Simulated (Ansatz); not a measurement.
**C2H6BBrO2: ionisation energy by level of theory**

How much energy removes an electron from C2H6BBrO2 at fixed geometry? The cation is run at each level and the neutral's energy taken from earlier runs.

The runs use Ansatz 0.2.0, Gaussian basis; unrestricted cation, the program's frozen cores in correlated methods.

Plan: UKS PBE-D4/def2-TZVPP; UKS r2SCAN-D4/def2-TZVPP; UKS PBE0-D4/def2-TZVPP; UKS B3LYP-D4/def2-TZVPP; UKS wB97X-V/def2-TZVPP; UKS wB97M-V/def2-TZVPP; UKS B2PLYP/def2-TZVPP; UHF-CCSD(T)/def2-TZVPP; UHF-MP2/def2-QZVPP; extrapolation to the limit; then −ε(HOMO) from the neutral's earlier runs with LDA (SPW92), PBE-D4, revPBE-D4, BLYP-D4, r2SCAN-D4, B97M-V, PBE0-D4, B3LYP-D4, r2SCANh-D4, r2SCAN0-D4, HSE06-D4, BHLYP-D4, CAM-B3LYP-D4, LC-ωPBE, ωB97X-V, ωB97M-V.

**1. The relaxed structure**

All runs share one geometry, relaxed beforehand with PBE0-D4 in a triple-zeta def2 set.

SMILES `COB(Br)OC`, 12 atoms, charge 0, spin multiplicity 1.

Atoms are counted from 1 here; the program's logs count them from 0.

Bond lengths: C1–O2 1.419 Å, C1–H7 1.089 Å, C1–H8 1.092 Å, C1–H9 1.092 Å, O2–B3 1.344 Å, B3–Br4 1.940 Å, B3–O5 1.347 Å, O5–C6 1.414 Å, C6–H10 1.089 Å, C6–H11 1.092 Å, C6–H12 1.092 Å. Angles: O2–C1–H7 107.2°, O2–C1–H8 111.0°, O2–C1–H9 110.9°, H7–C1–H8 109.5°, H7–C1–H9 109.5°, H8–C1–H9 108.7°, C1–O2–B3 120.1°, O2–B3–Br4 116.7°, O2–B3–O5 121.4°, Br4–B3–O5 121.9°, B3–O5–C6 124.4°, O5–C6–H10 107.2°, O5–C6–H11 111.0°, O5–C6–H12 110.9°, H10–C6–H11 109.5°, H10–C6–H12 109.5°, H11–C6–H12 108.8°.

**2. Cation, UKS PBE-D4/def2-TZVPP**

Contents of in.yaml:

```yaml
crystal:
  periodic: [false, false, false]
  atoms:
    - {symbol: C, position_ang: [-0.953429, -0.907077, 1.725124]}
    - {symbol: O, position_ang: [-1.524027, -0.357831, 0.548244]}
    - {symbol: B, position_ang: [-0.731588, 0.157296, -0.407129]}
    - {symbol: Br, position_ang: [-1.614261, 0.882568, -1.974723]}
    - {symbol: O, position_ang: [0.609257, 0.166502, -0.276175]}
    - {symbol: C, position_ang: [1.503412, 0.690123, -1.238830]}
    - {symbol: H, position_ang: [-1.774762, -1.264024, 2.344934]}
    - {symbol: H, position_ang: [-0.288898, -1.740216, 1.485029]}
    - {symbol: H, position_ang: [-0.385123, -0.151664, 2.272668]}
    - {symbol: H, position_ang: [2.511467, 0.559339, -0.846748]}
    - {symbol: H, position_ang: [1.314596, 1.751788, -1.410469]}
    - {symbol: H, position_ang: [1.410355, 0.158096, -2.187825]}
basis:
  gaussian: {orbitals: def2-TZVPP}
total_charge: 1
magnetization: {spin_polarized: true, initial_magnetization: 1}
hamiltonian: {xc: pbe, dispersion: d4}
```

Further steps of the session: Cation, UKS r2SCAN-D4/def2-TZVPP; Cation, UKS PBE0-D4/def2-TZVPP; Cation, UKS B3LYP-D4/def2-TZVPP; Cation, UKS wB97X-V/def2-TZVPP; Cation, UKS wB97M-V/def2-TZVPP; Cation, UKS B2PLYP (frozen core)/def2-TZVPP; Cation, UHF-CCSD(T)/def2-TZVPP; Cation, UHF-MP2/def2-QZVPP.

**Question.** What will the summary of the whole plan be? Wanted: ionisation energy, CCSD(T)/CBS; nearest functional by difference; nearest −ε(HOMO); −ε(HOMO) of PBE; T1 of the cation.

**Answer**, as computed:

| quantity | value |
| --- | --- |
| ionisation energy, CCSD(T)/CBS | 10.90 eV |
| nearest functional by difference | ωB97X-V (-0.19 eV) |
| nearest −ε(HOMO) | LC-ωPBE (+0.08 eV) |
| −ε(HOMO) of PBE | 6.87 eV |
| T1 of the cation | 0.014 |

In words: By cation minus neutral, the functionals miss by 1.06 eV at most. −ε(HOMO) of PBE misses by 4.0 eV, since self-interaction lifts the level. Among orbital estimates LC-ωPBE comes nearest. Hartree-Fock falls 1.17 eV short, as the neutral has more correlation energy than the cation. Correlated methods include outer-core shells of Br, which these sets cover unevenly. With outer-core shells in play the reference is unsure by up to some tenths of an eV, so close misses can't be ranked.
